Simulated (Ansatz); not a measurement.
# C₃H₅BO: how energies converge with the basis set

One table from this session's results is given with a row withheld; the runs are named, their logs left out.

Program: Ansatz 0.2.0, Gaussian basis. Level of theory: one geometry, several basis sets. These are calculated values, not measurements.

The runs, in order: PBE0-D4/def2-SVP; ωB97M-V/def2-SVP; PBE0-D4/def2-QZVPP; ωB97M-V/def2-QZVPP; the functionals' def2-TZVPP values are taken from earlier runs.

## The geometry

The geometry comes from an earlier relaxation with PBE0-D4 in a triple-zeta def2 set; it is a stationary point, not always the lowest conformer.

SMILES `OCC1=CB1`, 10 atoms, charge 0, spin multiplicity 1.

Atoms are counted from 1 here; the program's logs count them from 0.

Bond lengths: O1–C2 1.406 Å, O1–H6 0.961 Å, C2–C3 1.472 Å, C2–H7 1.095 Å, C2–H8 1.102 Å, C3–C4 1.349 Å, C3–B5 1.475 Å, C4–B5 1.460 Å, C4–H9 1.082 Å, B5–H10 1.182 Å. Angles: C2–O1–H6 107.6°, O1–C2–C3 114.2°, O1–C2–H7 107.1°, O1–C2–H8 111.3°, C3–C2–H7 109.8°, C3–C2–H8 107.6°, H7–C2–H8 106.5°, C2–C3–C4 141.7°, C2–C3–B5 156.2°, C4–C3–B5 62.1°, C3–C4–B5 63.2°, C3–C4–H9 138.8°, B5–C4–H9 158.0°, C3–B5–C4 54.7°, C3–B5–H10 152.4°, C4–B5–H10 152.9°.

Geometry (Å):

```xyz
10
charge 0, multiplicity 1
O     0.7833   -0.4919    1.8875
C     0.5973   -0.8829    0.5494
C    -0.0723    0.1270   -0.2864
C    -0.4040    0.3895   -1.5677
B    -0.8192    1.3672   -0.5661
H     0.0255    0.0412    2.1434
H     1.5867   -1.1074    0.1388
H     0.0115   -1.8135    0.4821
H    -0.2823   -0.0529   -2.5470
H    -1.3432    2.3725   -0.2311
```

Set-up of the first run:

Contents of in.yaml:

```yaml
crystal:
  periodic: [false, false, false]
  atoms:
    - {symbol: O, position_ang: [0.783264, -0.491944, 1.887505]}
    - {symbol: C, position_ang: [0.597274, -0.882877, 0.549449]}
    - {symbol: C, position_ang: [-0.072350, 0.126992, -0.286368]}
    - {symbol: C, position_ang: [-0.403970, 0.389549, -1.567651]}
    - {symbol: B, position_ang: [-0.819167, 1.367249, -0.566080]}
    - {symbol: H, position_ang: [0.025530, 0.041175, 2.143351]}
    - {symbol: H, position_ang: [1.586686, -1.107448, 0.138815]}
    - {symbol: H, position_ang: [0.011451, -1.813459, 0.482093]}
    - {symbol: H, position_ang: [-0.282289, -0.052916, -2.547038]}
    - {symbol: H, position_ang: [-1.343229, 2.372478, -0.231079]}
basis:
  gaussian: {orbitals: def2-SVP}
hamiltonian: {xc: pbe0, dispersion: d4}
output: {orbitals: {seedname: orbitals}}
```

Started as:

```
> ansatz run in.yaml --threads 2 --pin off --events-out ev --progress --plain --max-ram 4352MiB
```

Among the steps run: PBE0-D4 in def2-SVP; ωB97M-V in def2-SVP; PBE0-D4 in def2-QZVPP; ωB97M-V in def2-QZVPP.

One of the session's tables, all rows but one given; the rest of the session is left out.

It belongs to the step «Density functionals: the series». 

| functional | basis | HOMO (eV) | LUMO (eV) |
| --- | --- | --- | --- |
| PBE0-D4 | def2-SVP | -7.74 | -0.18 |
| PBE0-D4 | def2-TZVPP | ? | ? |
| PBE0-D4 | def2-QZVPP | -7.95 | -0.40 |
| ωB97M-V | def2-SVP | -10.11 | 2.09 |
| ωB97M-V | def2-TZVPP | -10.25 | 1.82 |
| ωB97M-V | def2-QZVPP | -10.27 | 1.60 |

Estimate the missing values for PBE0-D4, def2-TZVPP.

**Answer.** HOMO (eV): -7.92; LUMO (eV): -0.33. In the column «HOMO (eV)» it lies between PBE0-D4, def2-QZVPP (-7.95) and PBE0-D4, def2-SVP (-7.74).
